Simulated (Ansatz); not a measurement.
This script makes an all-electron equation of state of TiPd, space group Pm-3m with Ansatz's Python interface.

`eos_lapw_tipd.py`:
```python
"""E(V) of TiPd on LAPW."""

import warnings

import ansatz as az
from ase.eos import EquationOfState
from ase.units import GPa
import numpy as np

VECTORS = np.array([
    [3.18, 0.0, 0.0],
    [0.0, 3.18, 0.0],
    [0.0, 0.0, 3.18],
])
SITES = [
    ("Ti", (0.5, 0.5, 0.5)),
    ("Pd", (0.0, 0.0, 0.0)),
]


def build(cell):
    crystal = az.Crystal(lattice=az.Lattice.of(cell))
    for symbol, position in SITES:
        crystal = crystal.atom(symbol, position)
    return crystal

warnings.simplefilter("ignore", az.DeckWarning)

volumes, energies = [], []
for scale in np.linspace(0.92, 1.08, 5):
    cell = VECTORS * scale ** (1 / 3)
    base = build(cell).calculation()
    base = base.occupations(az.OccupationsMethod.FERMI_DIRAC, width=0.1)
    base = base.functional("pbesol")
    base = base.kpoints(9, 9, 9)
    base = base.pseudopotentials("all_electron", lapw=True)
    data = base.run(threads=1, pin="off").report
    volumes.append(abs(np.linalg.det(cell)) / len(SITES))
    energies.append(data["free_energy_ev"] / len(SITES))
    print(f"{scale:.3f} {volumes[-1]:9.4f} A^3/atom {energies[-1]:16.5f} eV/atom  (estimated basis error {1000 * data['lapw_basis_errors']['total_ev_per_atom']:.2f} meV/atom)")
v0, e0, bulk = EquationOfState(volumes, energies, eos="birchmurnaghan").fit()
print(f"V0 = {v0:.4f} A^3/atom, B0 = {bulk / GPa:.1f} GPa")
```

From its runs, with one value withheld:

| V (Å³/atom) | F less the lowest row shown (meV/atom) |
| --- | --- |
| 14.792 | 0.00 |
| 15.436 | ? |
| 16.079 | 2.81 |
| 16.722 | 40.41 |
| 17.365 | 95.54 |

What is the missing energy at 15.436 Å³ an atom?

A third-order Birch-Murnaghan fit, E = E0 + (9 V0 B0 / 16) [(t - 1)³ B' + (t - 1)² (6 - 4t)] with t = (V0/V)^(2/3), through the 4 rows shown gives V0 = 15.379 Å³, B0 = 169.8 GPa, B' = 4.63 and E0 = -12.73 meV. At V = 15.436 Å³, t = 0.99753, and the fit interpolates to -12.62 meV. The run gave -12.60 meV, a miss of 0.02 meV.

The mesh is modest for a metal, so energies can be off by several to tens of meV an atom and pressures by half a GPa or more; differences at equal mesh fare better. This is a high-temperature or high-pressure form, not the ambient phase. The structure is a deposited one; some such entries were measured under pressure or heat, so a shift against it needn't be the functional's error alone. Hardware and time: 58 s on 1 thread of Arm Neoverse V2 (shared host), peak memory 0.43 GiB.
